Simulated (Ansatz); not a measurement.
Run this with the Ansatz DFT code, driven from Python and show what comes out.

`field_bbrh5n.py`
```python
# -*- coding: utf-8 -*-
"""Dipole of BBrH5N in the field of point charges."""

import ansatz as az
import numpy as np

BASIS = "def2-SVPD"
FUNCTIONAL = "HF"

GEOMETRY = """
N    -0.79920    0.21170    0.05050
B     0.62610   -0.33030   -0.11720
Br    1.95830    1.00140    0.59370
H    -0.99400    0.37950    1.06330
H    -1.48090   -0.48720   -0.32150
H    -0.89870    1.10730   -0.47860
H     0.74000   -1.35500    0.48170
H     0.84840   -0.52740   -1.27190
"""


def main():
    system = az.Crystal.molecule()
    for line in GEOMETRY.strip().splitlines():
        symbol, *xyz = line.split()
        system = system.atom(symbol, [float(v) for v in xyz])

    job = (
        system.calculation()
        .basis(gaussian=BASIS)  # the orbital basis, by name
        .functional(FUNCTIONAL)
        .forces()
    )
    # charges +q and -q at -R and +R make a nearly even field 2 k q / R^2 at the centre
    centre = np.mean([site.position_ang for site in system.cartesian_sites], axis=0)
    field = 2 * 14.399645 * 4.0 / 25.0 ** 2


    def dipole(axis, sign):
        arm = 25.0 * np.eye(3)[axis]
        pair = [{"charge": sign * 4.0, "position_ang": (centre - arm).tolist()}, {"charge": -sign * 4.0, "position_ang": (centre + arm).tolist()}]
        deck = job.input().set(az.key.basis.gaussian.point_charges, pair)
        return np.array(az.Session.from_dict(deck).plan().execute().report["charge_distribution"]["dipole_moment_e_ang"])


    print(f"field {field:.4f} V/A")
    alpha = np.array([(dipole(axis, 1) - dipole(axis, -1)) / (2 * field) * 14.399645 for axis in range(3)])
    print("polarisability tensor (A^3)")
    print(np.array2string(alpha, precision=3, suppress_small=True))
    print(f"mean {np.trace(alpha) / 3:.3f} A^3 = {np.trace(alpha) / 3 / 0.14818471:.2f} bohr^3")


if __name__ == "__main__":
    main()
```

`python field_bbrh5n.py` gives:
```text
field 0.1843 V/A
polarisability tensor (A^3)
[[7.676 0.712 0.407]
 [0.701 7.14  0.373]
 [0.398 0.38  6.604]]
mean 7.140 A^3 = 48.19 bohr^3
```

What to keep in mind:
- These settings explore the input space; basis and method may be short of convergence.
- The geometry is a force-field or estimated start, not a minimum of this method, and the basis set is short of its limit. The field of two point charges is only nearly even.
- Timing: 19 s on 1 thread of Arm Neoverse V1 (shared host), peak memory 0.31 GiB.

(A comment or docstring line of the script was reworded after the run, the code is as it ran; lines on the test bed's own set-up are left out of the output.)
